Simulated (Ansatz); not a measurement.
**CH₆BNSZn: ionisation energy by level of theory**

One table from this session's results is given with a row withheld; the runs are named, their logs left out.

Method: unrestricted cation, the program's frozen cores in correlated methods; program: Ansatz 0.2.0, Gaussian basis.

Plan: UKS PBE-D4/def2-TZVPP; UKS r2SCAN-D4/def2-TZVPP; UKS PBE0-D4/def2-TZVPP; UKS B3LYP-D4/def2-TZVPP; UKS wB97X-V/def2-TZVPP; UKS wB97M-V/def2-TZVPP; UKS B2PLYP (frozen core with 3s3p of Cu, Zn)/def2-TZVPP; UHF-CCSD(T) with 3s3p of Cu, Zn/def2-TZVPP; UHF-MP2 with 3s3p of Cu, Zn/def2-QZVPP; extrapolation to the limit; then −ε(HOMO) from the neutral's earlier runs with LDA (SPW92), PBE-D4, revPBE-D4, BLYP-D4, r2SCAN-D4, B97M-V, PBE0-D4, B3LYP-D4, r2SCANh-D4, r2SCAN0-D4, HSE06-D4, BHLYP-D4, CAM-B3LYP-D4, LC-ωPBE, ωB97X-V, ωB97M-V.

### The relaxed structure

An earlier PBE0-D4 in a triple-zeta def2 set relaxation fixed the geometry.

SMILES `B[S][Zn][CH2]N`, 11 atoms, charge 0, spin multiplicity 1.

Atoms are counted from 1 here; the program's logs count them from 0.

Bond lengths: B1–S2 1.773 Å, B1–H6 1.195 Å, B1–H7 1.207 Å, S2–Zn3 2.205 Å, Zn3–C4 1.976 Å, C4–N5 1.462 Å, C4–H8 1.093 Å, C4–H9 1.093 Å, N5–H10 1.011 Å, N5–H11 1.011 Å. Angles: S2–B1–H6 119.5°, S2–B1–H7 121.9°, H6–B1–H7 118.6°, B1–S2–Zn3 88.1°, S2–Zn3–C4 173.6°, Zn3–C4–N5 117.2°, Zn3–C4–H8 108.4°, Zn3–C4–H9 108.1°, N5–C4–H8 108.6°, N5–C4–H9 108.6°, H8–C4–H9 105.3°, C4–N5–H10 111.5°, C4–N5–H11 111.6°, H10–N5–H11 106.9°.

Set-up of the first run:

File in.yaml:

```yaml
crystal:
  periodic: [false, false, false]
  atoms:
    - {symbol: B, position_ang: [0.996035, 2.450844, 0.659827]}
    - {symbol: S, position_ang: [2.423194, 1.421258, 0.446628]}
    - {symbol: Zn, position_ang: [1.058108, -0.294662, 0.214938]}
    - {symbol: C, position_ang: [-0.316445, -1.687921, -0.060369]}
    - {symbol: N, position_ang: [-1.480767, -1.328447, -0.867536]}
    - {symbol: H, position_ang: [1.138332, 3.623003, 0.841108]}
    - {symbol: H, position_ang: [-0.123836, 2.002477, 0.626652]}
    - {symbol: H, position_ang: [0.163222, -2.561087, -0.509445]}
    - {symbol: H, position_ang: [-0.662698, -2.021027, 0.921257]}
    - {symbol: H, position_ang: [-1.981057, -0.545500, -0.467996]}
    - {symbol: H, position_ang: [-1.214078, -1.058928, -1.805074]}
basis:
  gaussian: {orbitals: def2-TZVPP}
total_charge: 1
magnetization: {spin_polarized: true, initial_magnetization: 1}
hamiltonian: {xc: pbe, dispersion: d4}
```

Launch:

```bash
$ ansatz run in.yaml --threads 2 --pin off --events-out ev --progress --plain --max-ram 22528MiB --backend cuda --devices 0, --max-vram 18GiB
```

Among the steps run: Cation, UKS PBE-D4/def2-TZVPP; Cation, UKS r2SCAN-D4/def2-TZVPP; Cation, UKS PBE0-D4/def2-TZVPP; Cation, UKS B3LYP-D4/def2-TZVPP; Cation, UKS wB97X-V/def2-TZVPP; Cation, UKS wB97M-V/def2-TZVPP; Cation, UKS B2PLYP (frozen core with 3s3p of Cu, Zn)/def2-TZVPP; Cation, UHF-CCSD(T) with 3s3p of Cu, Zn/def2-TZVPP; Cation, UHF-MP2 with 3s3p of Cu, Zn/def2-QZVPP.

One table of the session follows, with a row left open; its other results are not shown here.

It belongs to the step «Ionisation energies side by side». For comparison, −ε(HOMO) of the neutral from earlier runs:

```
  functional  −ε(HOMO) (eV)
 LDA (SPW92)           5.21
      PBE-D4           5.03
   revPBE-D4           4.96
     BLYP-D4           4.92
   r2SCAN-D4           5.22
      B97M-V           5.28
     PBE0-D4           6.15
    B3LYP-D4              ?
  r2SCANh-D4           5.64
  r2SCAN0-D4           6.29
    HSE06-D4           5.76
    BHLYP-D4           7.23
CAM-B3LYP-D4           7.47
     LC-ωPBE           8.76
     ωB97X-V           8.41
     ωB97M-V           8.33
```

**Question.** Estimate the row for B3LYP-D4.

Worked estimate for «−ε(HOMO) (eV)». Against the share of exact exchange, BLYP-D4 (0, 4.92), BHLYP-D4 (0.5, 7.23) give a slope of 4.62 per unit share; at 0.2 the line stands at 5.84.

As computed: −ε(HOMO) (eV): 5.98. In «−ε(HOMO) (eV)» the line misses by -0.14.
